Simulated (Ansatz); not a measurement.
# C₂H₆FSi radical: up Jacob's ladder to CCSD(T)

An exercise on one series of results from a longer session: the logs are not shown, and one member is left open.

Computed with Ansatz 0.2.0, Gaussian basis. Level: functionals in def2-TZVPP, the program's frozen cores in correlated methods.

Plan: LDA (SPW92), PBE-D4, revPBE-D4, BLYP-D4, r2SCAN-D4, B97M-V, PBE0-D4, B3LYP-D4, r2SCANh-D4, r2SCAN0-D4, HSE06-D4, BHLYP-D4, CAM-B3LYP-D4, LC-ωPBE, ωB97X-V, ωB97M-V, B2PLYP, PBE-QIDH; CCSD(T)/def2-SVP; CCSD(T)/def2-TZVPP; MP2/def2-QZVPP; extrapolation to the limit; RPA on PBE.

### Structure used throughout

An earlier PBE0-D4 in a triple-zeta def2 set relaxation fixed the geometry.

SMILES `C[Si](C)F`, 10 atoms, charge 0, spin multiplicity 2.

Atoms are counted from 1 here; the program's logs count them from 0.

Bond lengths: C1–Si2 1.868 Å, C1–H5 1.091 Å, C1–H6 1.095 Å, C1–H7 1.093 Å, Si2–C3 1.868 Å, Si2–F4 1.614 Å, C3–H8 1.093 Å, C3–H9 1.095 Å, C3–H10 1.091 Å. Angles: Si2–C1–H5 111.3°, Si2–C1–H6 109.9°, Si2–C1–H7 110.4°, H5–C1–H6 108.3°, H5–C1–H7 108.3°, H6–C1–H7 108.4°, C1–Si2–C3 112.3°, C1–Si2–F4 107.4°, C3–Si2–F4 107.4°, Si2–C3–H8 110.5°, Si2–C3–H9 110.0°, Si2–C3–H10 111.3°, H8–C3–H9 108.4°, H8–C3–H10 108.3°, H9–C3–H10 108.3°.

Geometry (Å):

```
C    -0.7345    1.2100   -0.6514
Si    0.0868   -0.4644   -0.7547
C     0.9929   -0.9085    0.8172
F    -1.0793   -1.5607   -0.9645
H    -1.2854    1.4383   -1.5656
H    -1.4371    1.2305    0.1888
H     0.0122    1.9926   -0.4964
H     1.7938   -0.1913    1.0121
H     0.3000   -0.8928    1.6655
H     1.4337   -1.9049    0.7520
```

The first run:

Contents of in.yaml:

```yaml
crystal:
  periodic: [false, false, false]
  atoms:
    - {symbol: C, position_ang: [-0.734500, 1.210047, -0.651410]}
    - {symbol: Si, position_ang: [0.086836, -0.464382, -0.754683]}
    - {symbol: C, position_ang: [0.992897, -0.908533, 0.817190]}
    - {symbol: F, position_ang: [-1.079285, -1.560671, -0.964502]}
    - {symbol: H, position_ang: [-1.285398, 1.438327, -1.565582]}
    - {symbol: H, position_ang: [-1.437082, 1.230466, 0.188762]}
    - {symbol: H, position_ang: [0.012161, 1.992598, -0.496419]}
    - {symbol: H, position_ang: [1.793803, -0.191281, 1.012095]}
    - {symbol: H, position_ang: [0.299988, -0.892843, 1.665460]}
    - {symbol: H, position_ang: [1.433679, -1.904929, 0.751988]}
basis:
  gaussian: {orbitals: def2-TZVPP}
magnetization: {spin_polarized: true, initial_magnetization: 1}
hamiltonian: {xc: lda}
output: {orbitals: {seedname: orbitals}}
```

Run with:

```bash
> ansatz run in.yaml --threads 4 --pin off --events-out ev --progress --plain --max-ram 10444MiB
```

Among the steps run: LDA; PBE-D4 (GGA); revPBE-D4 (GGA); BLYP-D4 (GGA); r2SCAN-D4 (meta-GGA); B97M-V (meta-GGA); PBE0-D4 (hybrid); B3LYP-D4 (hybrid); r2SCANh-D4 (hybrid); r2SCAN0-D4 (hybrid); HSE06-D4 (hybrid); BHLYP-D4 (hybrid); CAM-B3LYP-D4 (range-separated); LC-ωPBE (range-separated); ωB97X-V (range-separated); ωB97M-V (range-separated); B2PLYP (double hybrid); PBE-QIDH (double hybrid).

One table of the session follows, with a row left open; its other results are not shown here.

It belongs to the step «Orbital energies across the functionals». 

```
  functional  HOMO (eV)  LUMO (eV)  gap (eV)
 LDA (SPW92)      -4.47      -3.14      1.32
      PBE-D4      -4.51      -2.69      1.82
   revPBE-D4      -4.50      -2.54      1.96
     BLYP-D4      -4.33      -2.78      1.55
   r2SCAN-D4      -4.86      -2.21      2.65
      B97M-V      -4.50      -2.96      1.54
     PBE0-D4      -5.70      -1.76      3.94
    B3LYP-D4      -5.44      -2.22      3.22
  r2SCANh-D4      -5.29      -1.92      3.37
  r2SCAN0-D4      -5.95      -1.50      4.45
    HSE06-D4      -5.30      -2.15      3.16
    BHLYP-D4      -6.74      -1.04      5.70
CAM-B3LYP-D4      -6.96      -0.95      6.00
     LC-ωPBE          ?          ?         ?
     ωB97X-V      -7.87      -0.05      7.82
     ωB97M-V      -7.46      -0.22      7.24
```

Estimate the missing values for LC-ωPBE.

The run gave: HOMO (eV): -8.39; LUMO (eV): 0.57; gap (eV): 8.95. In the column «HOMO (eV)» it is the lowest.
